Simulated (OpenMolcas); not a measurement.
# Cr³⁺ among point charges: CASSCF and CASPT2 levels and susceptibility

Aim: the splitting of the states of Cr³⁺ in the field of 4 point charges, its lowest levels with spin-orbit coupling and its magnetic susceptibility.

Program: OpenMolcas 26.06. Level of theory: state-averaged CASSCF and CASPT2, spin-orbit coupling by RASSI with atomic mean-field integrals. These are calculated values, not measurements, unless marked.

## (1) Starting point

* Species: Cr³⁺ (chromium, Z = 24, 21 electrons)
* Basis: ANO-RCC-VDZP [5s4p2d1f], 34 functions
* Scalar Hamiltonian: DKH2, point nucleus
* Inactive shells: 1s 2s 2p 3s 3p
* Active space: 3 electrons in 5 orbitals (3d)
* Some configurations of this space: 3d3
* Orbitals: optimised for each spin and parity, averaged over all roots

The outer shells:

3d3
```
3d [↑ ][↑ ][↑ ][  ][  ]
```

The ion sits among 4 point charges of -3 e arranged as a tetrahedron (Td), 2.1 Å from the ion.

Each step is its own input file, run in one work folder so that later steps find the files of earlier ones. Labels, J, g values, rates, χT and fits are worked out afterwards by a script from the matrices that RASSI stores.

## (2) GATEWAY and SEWARD: basis and integrals

The input, a.inp:

```
&GATEWAY
Coord
1

Cr 0.0 0.0 0.0
Basis=ANO-RCC-VDZP
Group=NoSym
NoMove
AngMom=0.0 0.0 0.0
AMFI
XField
4 Angstrom 0
1.212436 1.212436 1.212436 -3.000000
1.212436 -1.212436 -1.212436 -3.000000
-1.212436 1.212436 -1.212436 -3.000000
-1.212436 -1.212436 1.212436 -3.000000
&SEWARD
```

Run with:

```bash
OMP_NUM_THREADS=1 MOLCAS_MEM=1689 MOLCAS_PROJECT=a pymolcas a.inp > a.log
```

## (3) Reference wave functions, quartets, 10 roots

The input, a.inp:

```
&RASSCF
FileOrb=start.orb
Symmetry=1
Spin=4
nActEl=3 0 0
Inactive=9
Ras2=5
CIRoot=10 10 1
SDav=10
CIMx=300
Iter=120 100
PrWF=0.3
OrbListing=Nothing
MaxOrb=0
>>> COPY $Project.JobIph JOB001
```

start.orb holds the contracted functions of the basis, ordered by shell, or the orbitals of the step before.

## (4) CASSCF: doublets, 40 roots

The input, a.inp:

```
&RASSCF
FileOrb=start.orb
Symmetry=1
Spin=2
nActEl=3 0 0
Inactive=9
Ras2=5
CIRoot=40 40 1
SDav=40
CIMx=300
Iter=120 100
PrWF=0.3
OrbListing=Nothing
MaxOrb=0
>>> COPY $Project.JobIph JOB002
```

## (5) State interaction with spin-orbit coupling

The input, a.inp:

```
&RASSI
NrOfJobIphs=2 10 40
1 2 3 4 5 6 7 8 9 10
1 2 3 4 5 6 7 8 9 10 11 12 13 14 15 16 17 18 19 20 21 22 23 24 25 26 27
28 29 30 31 32 33 34 35 36 37 38 39 40
IphNames
JOB001
JOB002
EJob
SpinOrbit
DIPRint=1.0
SOCoupling=1000.0
Subsets=2
Property=9
'ANGMOM' 1 'ANGMOM' 2 'ANGMOM' 3 'MLTPL  1' 1 'MLTPL  1' 2 'MLTPL  1' 3
'AMFI' 1 'AMFI' 2 'AMFI' 3
SOProperty=3
'ANGMOM' 1 'ANGMOM' 2 'ANGMOM' 3
```

## (6) CASPT2: IPEA 0.25, imaginary shift 0.1 (closed shells correlated: 3s 3p)

The input, a.inp:

```
>>> COPY JOB001 $Project.JobIph
&CASPT2
Multistate=10 1 2 3 4 5 6 7 8 9 10
NoMult
Frozen=5
IPEA=0.25
Imaginary=0.1
MaxIter=60
WThr=0.0 0.3 0.05
PrWF=0.5
NoMix
>>> COPY JOB002 $Project.JobIph
&CASPT2
Multistate=40 1 2 3 4 5 6 7 8 9 10 11 12 13 14 15 16 17 18 19 20 21 22
23 24 25 26 27 28 29 30 31 32 33 34 35 36 37 38 39 40
NoMult
Frozen=5
IPEA=0.25
Imaginary=0.1
MaxIter=60
WThr=0.0 0.3 0.05
PrWF=0.5
NoMix
```

(Steps that only read results are left out.)

Before running it: what results should come out? Wanted: spin-free ground state; first state of the same spin within the active space; lowest level; next level.

As calculated:

```
                                            quantity                                                                        value
                                              method  SS-CASPT2, IPEA 0.25, imaginary shift 0.1 (closed shells correlated: 3s 3p)
                              spin-free ground state                                              4T1, 3-fold in its orbital part
first state of the same spin within the active space                                                             4T2 at 1590 cm⁻¹
                                        lowest level                                                                    4-fold Γ8
                                          next level                                                                    76.4 cm⁻¹
                                         χT at 300 K                                                               1.16 cm³ K/mol
                           effective moment at 300 K                                                                      3.05 μB
```

Cost by method:

```csv
method,time of its own steps,time with the reference
A. CASSCF,16 s,16 s
"B. SS-CASPT2, IPEA 0.25, imaginary shift 0.1, +3s 3p",7.5 s,23 s
```

Times are of one thread on a shared host.

In words: The spin-free ground state (4T1) comes to 100 % from free-ion F terms and keeps the highest spin of the shell. χT at 300 K is 1.16, against 1.88 cm³ K/mol for the spin alone, so spin-orbit coupling lowers it. A ligand-field fit to the states below 45000 cm-1 gives 10Dq = -1961 cm-1, B = 976 cm-1 and C = 3723 cm-1 (C/B = 3.81), with a deviation of 389 cm-1. CASPT2 does not keep the components of a term degenerate, and the means are used. The field of point charges can differ much from that of real complexes. Point charges carry no covalency, so the field is a model and not that of real ligands.
